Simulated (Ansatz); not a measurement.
LiCaF3:

```xyz
5
Lattice="3.7612 0.0000 0.0000 0.0000 3.7612 0.0000 0.0000 0.0000 3.7612" Properties=species:S:1:pos:R:3 pbc="T T T"
Ca    0.0000    0.0000    0.0000
F     1.8806    0.0000    1.8806
F     1.8806    1.8806    0.0000
F     0.0000    1.8806    1.8806
Li    1.8806    1.8806    1.8806
```

The cell comes from a database or a generator and needn't be the stable form of this composition.

Base run:

| Quantity | Value |
| --- | --- |
| Program | Ansatz 0.2.0 |
| Functional | BLYP |
| Potentials or basis | Ansatz PAW |
| Cutoff | 420 eV (not typed: the program's choice for these potentials) |
| k mesh | 7 × 7 × 7 |
| Occupations | fermi-dirac, width 0.05 eV |
| Spin | no spin polarisation |

Its results: band gap on the k mesh 6.58 eV, indirect (least direct gap 6.65 eV); pressure 1.5 GPa.

Problem. The run is repeated on the same cell with these changes: functional from BLYP to PBEsol. What comes out?

Solution. Band gap on the k mesh 6.48 eV, indirect (least direct gap 6.55 eV); pressure -4.1 GPa.

PBEsol binds more tightly than BLYP, so the same cell stands under less pressure.

Caveats: odd divisions of the mesh miss points on the zone boundary, where band edges often lie, so the gap on the mesh can be too wide; the PAW data sets come from PBE, with cores solved anew for the run's functional, which leaves a small shift of forces and pressure; the density of states is complete only up to the lowest level of the last band computed.

A k mesh can miss the band edges.
